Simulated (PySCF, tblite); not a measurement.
**C₆H₁₀FO₂+: geometry, infrared bands and NMR shifts**

Wanted: the infrared bands and NMR shifts of C₆H₁₀FO₂+ (`C[C+]1OC[C@H](CCF)O1`), by calculation.

The runs use tblite 0.8.0 and PySCF 2.14.0, with density-fitted response routines of our own; the level of theory stands in each step. All values are computed, except where a source is named. Atoms are numbered from 0 throughout.

### Step 1. Starting geometry

19 atoms, charge 1, multiplicity 1; geometry from: force field or distance geometry start.

Bonds of the start (Å): C0–C1 1.48, C1–O2 1.39, O2–C3 1.44, C3–C4 1.51, C4–C5 1.53, C5–C6 1.52, C6–F7 1.37, C4–O8 1.44, O8–C1 1.37, C0–H9 1.09, C0–H10 1.09, C0–H11 1.08, C3–H12 1.11, C3–H13 1.10, C4–H14 1.10, C5–H15 1.10, C5–H16 1.09, C6–H17 1.09, C6–H18 1.09.

### Step 2. Geometry optimisation with GFN2-xTB

What the job is given:

```
{"job": {"kind": "relax", "xc": "GFN2-xTB", "basis": "xTB"}, "charge": 1, "multiplicity": 1}
C      2.956800     0.717400    -0.518700
C      1.687200     0.039900    -0.157600
O      1.732200    -1.124900     0.608000
C      0.349100    -1.497300     0.509400
C     -0.395800    -0.194900     0.358600
C     -1.762200    -0.368400    -0.310100
C     -2.504700     0.954400    -0.375500
F     -2.782000     1.359300     0.900600
O      0.476600     0.583100    -0.482900
H      2.825200     1.267400    -1.452700
H      3.233000     1.428400     0.261200
H      3.757000    -0.004100    -0.644400
H      0.043800    -2.042100     1.431700
H      0.235300    -2.171500    -0.348900
H     -0.489900     0.329600     1.319900
H     -2.352700    -1.087900     0.278200
H     -1.635300    -0.747000    -1.324400
H     -3.456500     0.826300    -0.900800
H     -1.926800     1.741600    -0.856700
```

Run with:

```sh
> OMP_NUM_THREADS=1 python probes_run.py task.json out
```

This one command runs all jobs of the session in turn.

**Question.** This job is followed by: GFN2-xTB harmonic vibrations, gas phase; GIAO PBE0/pcSseg-1 NMR shielding, non-relativistic, gas phase. What will the session give for the following? strongest single infrared mode (GFN2-xTB); zero-point energy (GFN2-xTB); ¹³C shifts against TMS (PBE0/pcSseg-1); ¹H shifts against TMS (PBE0/pcSseg-1, means over atoms taken as alike); ¹⁷O shifts against H2O (PBE0/pcSseg-1); ¹⁹F shifts against CFCl3 (PBE0/pcSseg-1).

The runs gave:

```
                                                              quantity                                               value
                             strongest single infrared mode (GFN2-xTB)                               1464 cm⁻¹, 401 km/mol
                                          zero-point energy (GFN2-xTB)                                       96.1 kcal/mol
                                ¹³C shifts against TMS (PBE0/pcSseg-1)             201.5, 87.8, 79.9, 79.7, 41.7, 17.4 ppm
¹H shifts against TMS (PBE0/pcSseg-1, means over atoms taken as alike)  6.26, 5.61, 5.41, 5.10, 5.09, 3.28, 2.53, 1.91 ppm
                                ¹⁷O shifts against H2O (PBE0/pcSseg-1)                                    274.6, 262.3 ppm
                              ¹⁹F shifts against CFCl3 (PBE0/pcSseg-1)                                          -254.9 ppm
```

Over 73 steps the energy fell by 0.995 eV; of the close pairs, C1–O2 changed most, 1.395 to 1.279 Å. No mode is imaginary among the 51: a minimum at this level. The strongest single mode, at 1464 cm⁻¹, moves mainly C1. GFN2-xTB is a fitted tight-binding method: band positions and strengths are rough. Its intensities can rank the bands wrongly. C1 (carbocation centre) lies farthest downfield among carbon, at 201.5 ppm; the empty p orbital gives low-energy magnetic excitations and strong deshielding. H14 (hydrogen on an sp3 CH bonded to O) lies farthest downfield among hydrogen, at 6.26 ppm; its carbon carries O, an electronegative neighbour. At PBE0/pcSseg-1: Shielding is most anisotropic at O8 (span 313 ppm, paramagnetic term -342 ppm).
